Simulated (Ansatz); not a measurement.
**CH₄FInS: small, medium and large basis sets**

Aim: see how fast density functionals converge with the basis set for CH₄FInS.

Program: Ansatz 0.2.0, Gaussian basis. Level of theory: one geometry, several basis sets. These are calculated values, not measurements.

Levels to be run: PBE0-D4/def2-SVP; ωB97M-V/def2-SVP; PBE0-D4/def2-QZVPP; ωB97M-V/def2-QZVPP; the functionals' def2-TZVPP values are taken from earlier runs.

1 further run of the same task is left out (for a known fault of the program). Runs told in other sessions of the task aren't counted.

### 1 The relaxed structure

All runs share one geometry, relaxed beforehand with PBE0-D4 in a triple-zeta def2 set. In takes the def2 core potential; no spin-orbit term is included.

SMILES `[CH3][In]([F])[SH]`, 8 atoms, charge 0, spin multiplicity 1.

Atoms are counted from 1 here; the program's logs count them from 0.

Bond lengths: C1–In2 2.125 Å, C1–H5 1.090 Å, C1–H6 1.089 Å, C1–H7 1.089 Å, In2–F3 1.963 Å, In2–S4 2.368 Å, S4–H8 1.345 Å. Angles: In2–C1–H5 109.4°, In2–C1–H6 110.0°, In2–C1–H7 108.5°, H5–C1–H6 109.1°, H5–C1–H7 109.7°, H6–C1–H7 110.1°, C1–In2–F3 116.7°, C1–In2–S4 136.2°, F3–In2–S4 107.2°, In2–S4–H8 91.1°.

### 2 PBE0-D4 in def2-SVP

File in.yaml:

```yaml
crystal:
  periodic: [false, false, false]
  atoms:
    - {symbol: C, position_ang: [-0.868032, 1.189478, 0.586363]}
    - {symbol: In, position_ang: [0.373986, -0.353211, -0.184112]}
    - {symbol: F, position_ang: [2.301527, 0.013654, -0.242236]}
    - {symbol: S, position_ang: [0.051769, -2.533422, -1.049472]}
    - {symbol: H, position_ang: [-1.460594, 1.615527, -0.223204]}
    - {symbol: H, position_ang: [-1.538676, 0.783827, 1.342988]}
    - {symbol: H, position_ang: [-0.233559, 1.959533, 1.022368]}
    - {symbol: H, position_ang: [1.373578, -2.675365, -1.252696]}
basis:
  gaussian: {orbitals: def2-SVP}
hamiltonian: {xc: pbe0, dispersion: d4}
output: {orbitals: {seedname: orbitals}}
```

Started as:

```sh
ansatz run in.yaml --threads 4 --pin off --events-out ev --progress --plain --max-ram 10444MiB
```

After this run come: ωB97M-V in def2-SVP; PBE0-D4 in def2-QZVPP; ωB97M-V in def2-QZVPP.

**Question.** What will the summary of the whole plan be? Wanted: PBE0-D4: double and triple zeta above quadruple; ωB97M-V: double and triple zeta above quadruple.

As calculated:

| quantity | value |
| --- | --- |
| PBE0-D4: double and triple zeta above quadruple | 9.40, 0.60 eV |
| ωB97M-V: double and triple zeta above quadruple | 9.52, 0.58 eV |

What this shows: PBE0-D4 gains 8.80 eV from double to triple zeta, then 0.60 eV more. Total energies overstate the basis error of differences, where much of it tends to cancel.
